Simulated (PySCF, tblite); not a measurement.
# C₅H₁₄BNS: geometry, infrared bands and NMR shifts

Aim: predict the infrared bands and NMR shifts of C₅H₁₄BNS (`CS[BH2-][N@@H+](C)C1CC1`).

The runs use tblite 0.8.0 and PySCF 2.14.0, with density-fitted response routines of our own; the level of theory stands in each step. All values are computed, except where a source is named. Atoms are numbered from 0 throughout.

## Step 1: The starting structure

22 atoms, charge 0, multiplicity 1; geometry from: force field or distance geometry start.

Bonds of the start (Å): C0–S1 1.83, S1–B2 1.89, B2–N3 1.56, N3–C4 1.46, N3–C5 1.48, C5–C6 1.52, C6–C7 1.52, C7–C5 1.52, C0–H8 1.11, C0–H9 1.11, C0–H10 1.11, B2–H11 1.19, B2–H12 1.19, N3–H13 1.06, C4–H14 1.12, C4–H15 1.12, C4–H16 1.11, C5–H17 1.11, C6–H18 1.12, C6–H19 1.10, C7–H20 1.11, C7–H21 1.12.

## Step 2: Geometry optimisation with GFN2-xTB

Job settings and geometry (Å):

```
{"job": {"kind": "relax", "xc": "GFN2-xTB", "basis": "xTB"}, "charge": 0, "multiplicity": 1}
C      3.714300    -0.213000     0.143800
S      2.295400     0.457200     1.083600
B      0.991300    -0.063100    -0.182900
N     -0.433300     0.403300     0.263300
C     -0.594200     1.849000     0.118200
C     -1.458300    -0.294900    -0.546300
C     -2.806700    -0.455100     0.133900
C     -1.879600    -1.653500    -0.011800
H      4.645800    -0.033100     0.714500
H      3.582000    -1.304600    -0.002700
H      3.779000     0.299500    -0.839300
H      1.245200     0.409400    -1.248800
H      1.008200    -1.247500    -0.279500
H     -0.533200     0.166900     1.286700
H     -0.479200     2.166500    -0.951400
H     -1.604400     2.168600     0.468600
H      0.151100     2.405200     0.731200
H     -1.466200    -0.151400    -1.646900
H     -2.883600    -0.074400     1.184500
H     -3.667700    -0.462400    -0.551700
H     -1.412500    -1.983000     0.935400
H     -2.203700    -2.370200    -0.803100
```

Command:

```bash
> OMP_NUM_THREADS=1 python probes_run.py task.json out
```

The driver reads the jobs from task.json and runs them one after another.

**Question.** This job is followed by: GFN2-xTB harmonic vibrations, gas phase; GIAO PBE0/pcSseg-1 NMR shielding, non-relativistic, gas phase. Predict these results of the whole session: strongest single infrared mode (GFN2-xTB); zero-point energy (GFN2-xTB); 13C shifts against TMS (PBE0/pcSseg-1); 1H shifts against TMS (PBE0/pcSseg-1, means over atoms taken as alike); 33S shifts against CS2 (PBE0/pcSseg-1); 11B shifts against BF3·OEt2 (PBE0/pcSseg-1); 15N shifts against NH3 (PBE0/pcSseg-1).

The runs gave:

| quantity | value |
| --- | --- |
| strongest single infrared mode (GFN2-xTB) | 2477 cm⁻¹, 168 km/mol |
| zero-point energy (GFN2-xTB) | 117.9 kcal/mol |
| 13C shifts against TMS (PBE0/pcSseg-1) | 42.4, 38.8, 15.9, 9.4, 7.8 ppm |
| 1H shifts against TMS (PBE0/pcSseg-1, means over atoms taken as alike) | 2.99, 2.92, 2.74, 2.22, 1.95, 1.73, 0.93, 0.70, 0.69, 0.36 ppm |
| 33S shifts against CS2 (PBE0/pcSseg-1) | -202 ppm |
| 11B shifts against BF3·OEt2 (PBE0/pcSseg-1) | -10.9 ppm |
| 15N shifts against NH3 (PBE0/pcSseg-1) | 77.3 ppm |

**Reading.** Over 58 steps the energy fell by 0.514 eV; of the close pairs, B2–N3 changed most, 1.564 to 1.620 Å. No mode is imaginary among the 60: a minimum at this level. The strongest single mode, at 2477 cm⁻¹, moves mainly H12. GFN2-xTB is a fitted tight-binding method: band positions and strengths are rough. Its intensities can rank the bands wrongly. At PBE0/pcSseg-1: Shielding is most anisotropic at S1 (span 351 ppm, paramagnetic term -356 ppm).
